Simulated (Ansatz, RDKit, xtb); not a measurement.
# Isomers of C4H4BBrO, a sample narrowed down, part 2 of 2

A sample of isomers of C4H4BBrO is drawn. Aim: find which of them has the lowest free energy at 298.15 K, then its properties. The sample is small against all isomers, and the most stable one of this formula need not be in it.

xtb, Ansatz and PySCF; isolated molecules. Earlier steps stand in the parts before.

### Step 6. Ranking at B3LYP/def2-SVP

```csv
label,spin,r2SCAN-D4/def2-SVP (kcal/mol),"B3LYP/def2-SVP, relaxed (kcal/mol)",time
c018a,singlet,0.0,0.0,18 s
c084a,singlet,0.8,0.2,21 s
c919a,singlet,8.6,10.1,14 s
c639a,singlet,14.6,15.5,18 s
```

c018a: Bond lengths: C1–C2 1.345 Å, C2–C3 1.509 Å, C3–C4 1.346 Å, C1–B5 1.590 Å, C4–B5 1.587 Å, C3–Br6 1.894 Å, B5–O7 1.349 Å, O7–H8 0.966 Å, C1–H9 1.092 Å, C2–H10 1.093 Å, C4–H11 1.091 Å. Some angles: C1–C2–C3 110.7°, C2–C1–B5 105.5°, C2–C3–C4 114.3°, C2–C3–Br6 119.0°, C4–C3–Br6 126.7°, C3–C4–B5 103.4°, C1–B5–C4 106.1°, C1–B5–O7 124.7°, C4–B5–O7 129.3°, C1–C2–H10 128.1°.

c084a: Bond lengths: C1–C2 1.350 Å, C2–C3 1.508 Å, C3–C4 1.345 Å, C1–B5 1.580 Å, C4–B5 1.599 Å, C4–Br6 1.892 Å, B5–O7 1.342 Å, O7–H8 0.970 Å, C1–H9 1.091 Å, C2–H10 1.095 Å, C3–H11 1.093 Å. Some angles: C1–C2–C3 113.4°, C2–C1–B5 105.4°, C2–C3–C4 110.1°, C3–C4–B5 107.0°, C3–C4–Br6 127.0°, B5–C4–Br6 126.0°, C1–B5–C4 104.1°, C1–B5–O7 128.3°, C4–B5–O7 127.6°, C1–C2–H10 126.1°.

c919a: Bond lengths: C1–C2 1.362 Å, C1–C4 1.517 Å, C3–C4 1.342 Å, C2–B5 1.531 Å, C3–B5 1.604 Å, B5–Br6 1.919 Å, C1–O7 1.337 Å, O7–H8 0.968 Å, C2–H9 1.089 Å, C3–H10 1.091 Å, C4–H11 1.097 Å. Some angles: C1–C2–B5 104.1°, C2–C1–C4 113.3°, C2–C1–O7 126.0°, C4–C1–O7 120.6°, C1–C4–C3 110.6°, C4–C3–B5 104.6°, C2–B5–C3 107.4°, C2–B5–Br6 128.0°, C3–B5–Br6 124.6°, C1–C2–H9 123.6°.

c639a: Bond lengths: C1–C2 1.352 Å, C2–C3 1.496 Å, C3–C4 1.363 Å, C1–B5 1.611 Å, C4–B5 1.538 Å, B5–Br6 1.918 Å, C1–O7 1.343 Å, O7–H8 0.969 Å, C2–H9 1.091 Å, C3–H10 1.096 Å, C4–H11 1.089 Å. Some angles: C1–C2–C3 109.2°, C2–C1–B5 105.7°, C2–C1–O7 126.9°, B5–C1–O7 127.5°, C2–C3–C4 115.2°, C3–C4–B5 103.6°, C1–B5–C4 106.4°, C1–B5–Br6 122.2°, C4–B5–Br6 131.4°, C1–C2–H9 127.1°.

### Step 7. Harmonic analysis of the finalists

The lowest few in one piece go on as finalists. In this search the thermal terms come from GFN2-xTB at its own nearest minimum. The first, c018a:

start.xyz reads:

```xyz
11
c018a
C     -0.087356     0.125089     1.433180
C      0.079840     1.416433     1.095771
C      0.217764     1.564291    -0.399336
C      0.147716     0.404468    -1.079173
B     -0.062444    -0.678879     0.061113
Br     0.464662     3.293309    -1.132546
O     -0.198400    -2.016902    -0.047046
H     -0.159589    -2.342797    -0.955881
H     -0.208973    -0.224667     2.460261
H      0.120073     2.286447     1.756157
H      0.227769     0.326518    -2.164105
```

Launch:

```bash
xtb start.xyz --gfn 2 --ohess tight
```

The program printed:

```text
* xtb version 6.7.1
   ID    Z sym.   atoms
    1    6 C      1-4
    2    5 B      5
    3   35 Br     6
    4    8 O      7
    5    1 H      8-11

           -------------------------------------------------
          |                Calculation Setup                |
           -------------------------------------------------

          program call               : xtb start.xyz --gfn 2 --ohess tight
          coordinate file            : start.xyz
          omp threads                :                     2

           -------------------------------------------------
          |                 G F N 2 - x T B                 |
           -------------------------------------------------

      * Hamiltonian:
        H0-scaling (s, p, d)           1.850000    2.230000    2.230000
        zeta-weighting                 0.500000
      * Dispersion:
        s8                             2.700000
        a1                             0.520000
        a2                             5.000000
        s9                             5.000000
      * Repulsion:
        kExp                           1.500000    1.000000
        rExp                           1.000000
      * Coulomb:
        alpha                          2.000000
        third order                    shell-resolved
        anisotropic                    true
        a3                             3.000000
        a5                             4.000000
        cn-shift                       1.200000
        cn-exp                         4.000000
        max-rad                        5.000000

          ...................................................
          :                      SETUP                      :
          :.................................................:
          :  # basis functions                  38          :
          :  # atomic orbitals                  37          :
          :  # shells                           19          :
          :  # electrons                        36          :
          :  max. iterations                   250          :
          :  Hamiltonian                  GFN2-xTB          :
          :  restarted?                      false          :
          :  GBSA solvation                  false          :
          :  PC potential                    false          :
          :  electronic temp.          300.0000000     K    :
          :  accuracy                    1.0000000          :
          :  -> integral cutoff          0.2500000E+02      :
          :  -> integral neglect         0.1000000E-07      :
          :  -> SCF convergence          0.1000000E-05 Eh   :
          :  -> wf. convergence          0.1000000E-03 e    :
          :  Broyden damping             0.4000000          :
          :  net charge                          0          :
          :  unpaired electrons                  0          :
          ...................................................

[... 7 lines left out ...]
   *** convergence criteria satisfied after 15 iterations ***
[... 28 lines left out ...]
         :: total energy             -19.955918888888 Eh    ::
[... 39 lines left out ...]
          :   energy convergence         0.1000000E-05 Eh   :
          :   grad. convergence          0.8000000E-03 Eh/α :
[... 26 lines left out ...]
 * total energy  :   -19.9559189 Eh     change       -0.2719673E-09 Eh
[... 16 lines left out ...]
 * total energy  :   -19.9581239 Eh     change       -0.2204990E-02 Eh
[... 16 lines left out ...]
 * total energy  :   -19.9583576 Eh     change       -0.2337644E-03 Eh
[... 18 lines left out ...]
 * total energy  :   -19.9584243 Eh     change       -0.6665265E-04 Eh
[... 18 lines left out ...]
 * total energy  :   -19.9584531 Eh     change       -0.2884784E-04 Eh
[... 17 lines left out ...]
 * total energy  :   -19.9584581 Eh     change       -0.5005387E-05 Eh
[... 17 lines left out ...]
 * total energy  :   -19.9584593 Eh     change       -0.1113630E-05 Eh
[... 16 lines left out ...]
 * total energy  :   -19.9584594 Eh     change       -0.1405149E-06 Eh
[... 4 lines left out ...]
   *** GEOMETRY OPTIMIZATION CONVERGED AFTER 8 ITERATIONS ***
[... 2 lines left out ...]
 total energy gain   :        -0.0025405 Eh       -1.5942 kcal/mol
[... 15 lines left out ...]
 final structure:
[... 38 lines left out ...]
          |                Final Singlepoint                |
[... 18 lines left out ...]
          :  -> SCF convergence          0.1000000E-05 Eh   :
          :  -> wf. convergence          0.1000000E-03 e    :
[... 10 lines left out ...]
   *** convergence criteria satisfied after 3 iterations ***
[... 28 lines left out ...]
         :: total energy             -19.958459404104 Eh    ::
[... 80 lines left out ...]
molecular dipole:
[... 76 lines left out ...]
cs  symmetry found (for desy threshold:  0.10E+00) used in thermo

          ...................................................
          :                      SETUP                      :
          :.................................................:
          :  # frequencies                          27      :
          :  # imaginary freq.                       0      :
          :  linear?                             false      :
          :  only rotor calc.                    false      :
          :  symmetry                               cs      :
          :  rotational number                       1      :
          :  scaling factor                  1.0000000      :
          :  rotor cutoff                   50.0000000 cm⁻¹ :
          :  imag. cutoff                  -20.0000000 cm⁻¹ :
          :.................................................:

    mode    ω/cm⁻¹     T·S(HO)/kcal·mol⁻¹    T·S(FR)/kcal·mol⁻¹   T·S(vib)
   ------------------------------------------------------------------------
       1     88.74    -1.09949 ( 90.84%)    -0.88649 (  9.16%)    -1.07999
       2    196.48    -0.64574 ( 99.58%)    -0.65108 (  0.42%)    -0.64576
       3    206.06    -0.61965 ( 99.65%)    -0.63698 (  0.35%)    -0.61971
       4    290.51    -0.43858 ( 99.91%)    -0.53524 (  0.09%)    -0.43866
   ------------------------------------------------------------------------

   temp. (K)  partition function   enthalpy   heat capacity  entropy
                                   cal/mol     cal/K/mol   cal/K/mol   J/K/mol
 298.15  VIB   18.5                 2491.864     18.480     14.090
         ROT  0.456E+06              888.752      2.981     28.875
         INT  0.843E+07             3380.616     21.461     42.965
         TR   0.194E+28             1481.254      4.968     41.078
         TOT                        4861.8699    26.4289    84.0422   351.6328

       T/K    H(0)-H(T)+PV         H(T)/Eh          T*S/Eh         G(T)/Eh
   ------------------------------------------------------------------------
    298.15    0.774788E-02    0.795086E-01    0.399312E-01    0.395774E-01
   ------------------------------------------------------------------------

         :::::::::::::::::::::::::::::::::::::::::::::::::::::
         ::                  THERMODYNAMIC                  ::
         :::::::::::::::::::::::::::::::::::::::::::::::::::::
         :: total free energy         -19.918882020864 Eh   ::
         ::.................................................::
         :: total energy              -19.958459404124 Eh   ::
         :: zero point energy           0.071760685144 Eh   ::
         :: G(RRHO) w/o ZPVE           -0.032183301884 Eh   ::
         :: G(RRHO) contrib.            0.039577383260 Eh   ::
         :::::::::::::::::::::::::::::::::::::::::::::::::::::

optimized geometry written to: xtbopt.xyz

           -------------------------------------------------
          | TOTAL ENERGY              -19.958459404124 Eh   |
          | TOTAL ENTHALPY            -19.878950836044 Eh   |
          | TOTAL FREE ENERGY         -19.918882020864 Eh   |
          | GRADIENT NORM               0.000146845676 Eh/α |
          | HOMO-LUMO GAP               2.216749589934 eV   |
           -------------------------------------------------

------------------------------------------------------------------------
------------------------------------------------------------------------
 total:
 * wall-time:     0 d,  0 h,  0 min,  0.190 sec
 *  cpu-time:     0 d,  0 h,  0 min,  0.375 sec
 * ratio c/w:     1.980 speedup
 SCF:
 * wall-time:     0 d,  0 h,  0 min,  0.006 sec
 *  cpu-time:     0 d,  0 h,  0 min,  0.012 sec
 * ratio c/w:     2.020 speedup
 ANC optimizer:
 * wall-time:     0 d,  0 h,  0 min,  0.031 sec
 *  cpu-time:     0 d,  0 h,  0 min,  0.062 sec
 * ratio c/w:     1.985 speedup
 analytical hessian:
 * wall-time:     0 d,  0 h,  0 min,  0.144 sec
 *  cpu-time:     0 d,  0 h,  0 min,  0.285 sec
 * ratio c/w:     1.982 speedup
```

Run time: 0.21 s. Hardware: 2 threads of AMD EPYC 9R45 (Zen 5), shared host.

### Step 8. Zero-point energy and free-energy terms

As xtb prints them, at 298.15 K, with its own treatment of low modes:

```csv
label,SMILES,spin,lowest mode (cm⁻¹),zero-point (kcal/mol),G − E (kcal/mol)
c018a,OB1C=CC(Br)=C1,singlet,89,45.0,24.8
c084a,OB1C=CC=C1Br,singlet,116,45.0,24.7
c919a,OC1=CB(Br)C=C1,singlet,79,45.1,24.9
c639a,OC1=CC=CB1Br,singlet,89,44.9,24.5
```

### Step 9. The final energy

Single points at CCSD(T)/def2-SVP + MP2/def2-TZVPP - MP2/def2-SVP on the refined geometries decide the order.

c018a, CCSD(T)/def2-SVP:

input.yaml reads:

```yaml
crystal:
  periodic: [false, false, false]
  atoms:
    - {symbol: C, position_ang: [-0.087356, 0.125089, 1.433180]}
    - {symbol: C, position_ang: [0.079840, 1.416433, 1.095771]}
    - {symbol: C, position_ang: [0.217764, 1.564291, -0.399336]}
    - {symbol: C, position_ang: [0.147716, 0.404468, -1.079173]}
    - {symbol: B, position_ang: [-0.062444, -0.678879, 0.061113]}
    - {symbol: Br, position_ang: [0.464662, 3.293309, -1.132546]}
    - {symbol: O, position_ang: [-0.198400, -2.016902, -0.047046]}
    - {symbol: H, position_ang: [-0.159589, -2.342797, -0.955881]}
    - {symbol: H, position_ang: [-0.208973, -0.224667, 2.460261]}
    - {symbol: H, position_ang: [0.120073, 2.286447, 1.756157]}
    - {symbol: H, position_ang: [0.227769, 0.326518, -2.164105]}
basis:
  gaussian:
    orbitals: def2-SVP
correlation:
  method: ccsd_t
  frozen_orbitals: {Br: 9, O: 1, H: 0, B: 1, C: 1}
```

Launch:

```bash
ansatz run input.yaml --threads 2 --pin off --max-ram 5220MiB --events-out events.jsonl --progress --plain --runs-dir runs
```

The program printed:

```text
Warning: RAYON_NUM_THREADS=2 ignored (pool sized by the plan → 2); use --threads N
Functional definition: HF
  name "HF"
  exchange = exact_x
  correlation = 0
1365 factors; integrals over basis functions are off by at most 1.5e-3 eV
mean field evaluation 1: about -76875.2614 eV, gradient 4.0e1 eV
mean field evaluation 2: about -76875.3933 eV, gradient 4.0e1 eV
mean field evaluation 4: about -76879.5261 eV, gradient 4.8e0 eV
mean field evaluation 8: about -76879.6182 eV, gradient 3.8e-1 eV
mean field evaluation 16: about -76879.3964 eV, gradient 4.8e0 eV
mean field -76879.61967228 eV, -2825.2739120786 hartree, gradient 6.2e-6 eV, S^2 0.000000; 0 other end points of the search recorded, 0 dependent functions left out; unrestricted orbitals would lower it
15 core orbitals not correlated: weight in the atoms' cores, before any rotation towards them, 1.000 or more for the frozen orbitals, at most 0.000 for the correlated occupied ones
reference -76879.61967228 eV, -2825.2739120786 hartree; 23, 23 occupied and 98, 98 virtual orbitals, 1365 factors
second order -27.39260463 eV of doubles, -0.00000000 eV of singles
cycle   1  -27.50943581 eV  change   -1.2e-1 eV  update   1.2e-1
cycle   2  -28.20963943 eV  change   -7.0e-1 eV  update   4.0e-2
cycle   3  -28.38953473 eV  change   -1.8e-1 eV  update   2.2e-2
cycle   4  -28.38378697 eV  change    5.7e-3 eV  update   6.3e-3
cycle   5  -28.38394059 eV  change   -1.5e-4 eV  update   3.2e-3
cycle   6  -28.38580076 eV  change   -1.9e-3 eV  update   9.5e-4
cycle   7  -28.38528719 eV  change    5.1e-4 eV  update   4.2e-4
cycle   8  -28.38515062 eV  change    1.4e-4 eV  update   1.6e-4
cycle   9  -28.38518029 eV  change   -3.0e-5 eV  update   8.5e-5
cycle  10  -28.38517454 eV  change    5.7e-6 eV  update   3.5e-5
perturbative correction -1.03859145 eV, -0.0381675319 hartree
Total energy: -76909.04343828 eV, -2826.3552155348 hartree
```

It took 23 s on 2 threads of AMD EPYC 9R45 (Zen 5), shared host; peak memory 1.1 GiB.

### Step 10. c018a at MP2/def2-TZVPP

input.yaml: that of step 9 with these lines changed.

```diff
@@ -16,5 +16,5 @@
   gaussian:
-    orbitals: def2-SVP
+    orbitals: def2-TZVPP
 correlation:
-  method: ccsd_t
+  method: mp2
   frozen_orbitals: {Br: 9, O: 1, H: 0, B: 1, C: 1}
```

Launch:

```bash
ansatz run input.yaml --threads 2 --pin off --max-ram 5220MiB --events-out events.jsonl --progress --plain --runs-dir runs
```

The program printed:

```text
Warning: RAYON_NUM_THREADS=2 ignored (pool sized by the plan → 2); use --threads N
[... 4 set-up lines as earlier in the session ...]
1817 factors; integrals over basis functions are off by at most 1.8e-3 eV
mean field evaluation 1: about -76890.5102 eV, gradient 4.6e1 eV
mean field evaluation 2: about -76890.8581 eV, gradient 4.6e1 eV
mean field evaluation 4: about -76895.9434 eV, gradient 5.1e0 eV
mean field evaluation 8: about -76896.0482 eV, gradient 4.9e-1 eV
mean field evaluation 16: about -76896.0504 eV, gradient 2.7e-6 eV
mean field -76896.05036225 eV, -2825.8777287975 hartree, gradient 2.7e-6 eV, S^2 0.000000; 1 other end points of the search recorded, 0 dependent functions left out; unrestricted orbitals would lower it
15 core orbitals not correlated: weight in the atoms' cores, before any rotation towards them, 1.000 or more for the frozen orbitals, at most 0.000 for the correlated occupied ones
reference -76896.05036225 eV, -2825.8777287975 hartree; 23, 23 occupied and 252, 252 virtual orbitals, 1817 factors
second order -33.38817762 eV of doubles, -0.00000000 eV of singles
Total energy: -76929.43853987 eV, -2827.1047216938 hartree
```

It took 8.7 s on 2 threads of AMD EPYC 9R45 (Zen 5), shared host; peak memory 0.95 GiB.

### Step 11. c084a at CCSD(T)/def2-SVP

input.yaml reads:

```yaml
crystal:
  periodic: [false, false, false]
  atoms:
    - {symbol: C, position_ang: [0.683089, 0.093412, 1.333763]}
    - {symbol: C, position_ang: [0.335016, 1.391393, 1.201845]}
    - {symbol: C, position_ang: [-0.344429, 1.698253, -0.109042]}
    - {symbol: C, position_ang: [-0.444237, 0.581467, -0.851345]}
    - {symbol: B, position_ang: [0.213293, -0.604309, -0.003269]}
    - {symbol: Br, position_ang: [-1.212915, 0.423725, -2.573136]}
    - {symbol: O, position_ang: [0.333356, -1.893508, -0.356345]}
    - {symbol: H, position_ang: [-0.035336, -2.078135, -1.234038]}
    - {symbol: H, position_ang: [1.183619, -0.314805, 2.213237]}
    - {symbol: H, position_ang: [0.504771, 2.182446, 1.939725]}
    - {symbol: H, position_ang: [-0.690618, 2.699794, -0.376975]}
basis:
  gaussian: {orbitals: def2-SVP}
correlation: {method: ccsd_t, frozen_orbitals: {Br: 9, O: 1, H: 0, B: 1, C: 1}}
```

Launch:

```bash
ansatz run input.yaml --threads 2 --pin off --max-ram 5220MiB --events-out events.jsonl --progress --plain --runs-dir runs
```

The program printed:

```text
Warning: RAYON_NUM_THREADS=2 ignored (pool sized by the plan → 2); use --threads N
[... 4 set-up lines as earlier in the session ...]
1364 factors; integrals over basis functions are off by at most 1.2e-3 eV
mean field evaluation 1: about -76875.5679 eV, gradient 3.8e1 eV
mean field evaluation 2: about -76875.6997 eV, gradient 3.8e1 eV
mean field evaluation 4: about -76879.5581 eV, gradient 4.4e0 eV
mean field evaluation 8: about -76879.6409 eV, gradient 2.7e-1 eV
mean field evaluation 16: about -76875.5692 eV, gradient 3.8e1 eV
mean field evaluation 32: about -76875.1413 eV, gradient 1.7e1 eV
mean field -76879.64215463 eV, -2825.2747382896 hartree, gradient 2.4e-6 eV, S^2 0.000000; 0 other end points of the search recorded, 0 dependent functions left out; unrestricted orbitals would lower it
15 core orbitals not correlated: weight in the atoms' cores, before any rotation towards them, 1.000 or more for the frozen orbitals, at most 0.000 for the correlated occupied ones
reference -76879.64215463 eV, -2825.2747382896 hartree; 23, 23 occupied and 98, 98 virtual orbitals, 1364 factors
second order -27.34631396 eV of doubles, -0.00000000 eV of singles
cycle   1  -27.49231921 eV  change   -1.5e-1 eV  update   1.2e-1
cycle   2  -28.19231682 eV  change   -7.0e-1 eV  update   4.0e-2
cycle   3  -28.37369319 eV  change   -1.8e-1 eV  update   2.2e-2
cycle   4  -28.36722632 eV  change    6.5e-3 eV  update   6.6e-3
cycle   5  -28.36757193 eV  change   -3.5e-4 eV  update   3.5e-3
cycle   6  -28.36950413 eV  change   -1.9e-3 eV  update   1.0e-3
cycle   7  -28.36891435 eV  change    5.9e-4 eV  update   4.8e-4
cycle   8  -28.36874353 eV  change    1.7e-4 eV  update   2.0e-4
cycle   9  -28.36877914 eV  change   -3.6e-5 eV  update   8.6e-5
cycle  10  -28.36875136 eV  change    2.8e-5 eV  update   4.0e-5
perturbative correction -1.03560176 eV, -0.0380576626 hartree
Total energy: -76909.04650775 eV, -2826.3553283357 hartree
```

Run time: 23 s. Hardware: 2 threads of AMD EPYC 9R45 (Zen 5), shared host; peak memory 1.1 GiB.

For c018a, c084a, c919a, c639a the log finds that unrestricted Hartree-Fock orbitals lie lower, a sign to watch the closed-shell reference there.

### Step 12. The ranking

Energies in kcal/mol from c018a; G adds the thermal terms to the CCSD(T)/def2-SVP + MP2/def2-TZVPP - MP2/def2-SVP energy. The columns left of the relaxed level are at the tight-binding geometries.

```csv
label,SMILES,spin,GFN2-xTB,HF/STO-3G,r2SCAN-D4/def2-SVP,B3LYP/def2-SVP,HF/def2-SVP,MP2/def2-SVP,CCSD(T)/def2-SVP + MP2/def2-TZVPP - MP2/def2-SVP,G,share at equilibrium,T1
c018a,OB1C=CC(Br)=C1,singlet,0.0,0.0,0.0,0.0,0.0,0.0,0.0,0.0,64.9 %,0.012
c084a,OB1C=CC=C1Br,singlet,-0.1,0.2,0.8,0.2,-0.5,0.5,0.5,0.4,35.1 %,0.012
c919a,OC1=CB(Br)C=C1,singlet,2.3,12.3,8.6,10.1,8.9,11.5,12.0,12.1,< 0.1 %,0.013
c639a,OC1=CC=CB1Br,singlet,7.3,17.3,14.6,15.5,15.2,17.6,18.0,17.7,< 0.1 %,0.014
```

Lowest found: c018a, `OB1C=CC(Br)=C1`, a singlet. Bond lengths: C1–C2 1.345 Å, C2–C3 1.509 Å, C3–C4 1.346 Å, C1–B5 1.590 Å, C4–B5 1.587 Å, C3–Br6 1.894 Å, B5–O7 1.349 Å, O7–H8 0.966 Å, C1–H9 1.092 Å, C2–H10 1.093 Å, C4–H11 1.091 Å. Some angles: C1–C2–C3 110.7°, C2–C1–B5 105.5°, C2–C3–C4 114.3°, C2–C3–Br6 119.0°, C4–C3–Br6 126.7°, C3–C4–B5 103.4°, C1–B5–C4 106.1°, C1–B5–O7 124.7°, C4–B5–O7 129.3°, C1–C2–H10 128.1°.

```xyz
11

C    -0.0874    0.1251    1.4332
C     0.0798    1.4164    1.0958
C     0.2178    1.5643   -0.3993
C     0.1477    0.4045   -1.0792
B    -0.0624   -0.6789    0.0611
Br    0.4647    3.2933   -1.1325
O    -0.1984   -2.0169   -0.0470
H    -0.1596   -2.3428   -0.9559
H    -0.2090   -0.2247    2.4603
H     0.1201    2.2864    1.7562
H     0.2278    0.3265   -2.1641
```

### Step 13. Summary of results

The summary covers parts 1 to 2.

| quantity | value |
| --- | --- |
| lowest structure found | OB1C=CC(Br)=C1, singlet |
| next finalist | OB1C=CC=C1Br, singlet, 0.4 kcal/mol higher in G |
| share at equilibrium, among the finalists | 64.9 % |
| funnel | 10 starts, 10 minima at GFN2-xTB, 13 screening runs, 4 relaxed, 4 ranked |
| CPU time of all runs | 7.3 min |

What this shows: The lowest structure found is `OB1C=CC(Br)=C1`. Its margin of 0.4 kcal/mol is inside the likely error of CCSD(T)/def2-SVP + MP2/def2-TZVPP - MP2/def2-SVP with harmonic terms (about 1.5 kcal/mol), so the order of the first two is not settled. HF/STO-3G, r2SCAN-D4/def2-SVP, B3LYP/def2-SVP and MP2/def2-SVP already put its bonding pattern lowest among the structures in one piece; GFN2-xTB and HF/def2-SVP favour the singlet OB1C=CC=C1Br. The largest share of the time went into the final energies (57 %). The search is not exhaustive (a finite list of starts, one conformer a finalist), so a lower isomer can't be ruled out. Only 10 drawn patterns were tried, so whole families of isomers are missing, and the result ranks this sample alone. The lowest isomer need not be the one that is made and kept in a bottle, which depends on barriers.
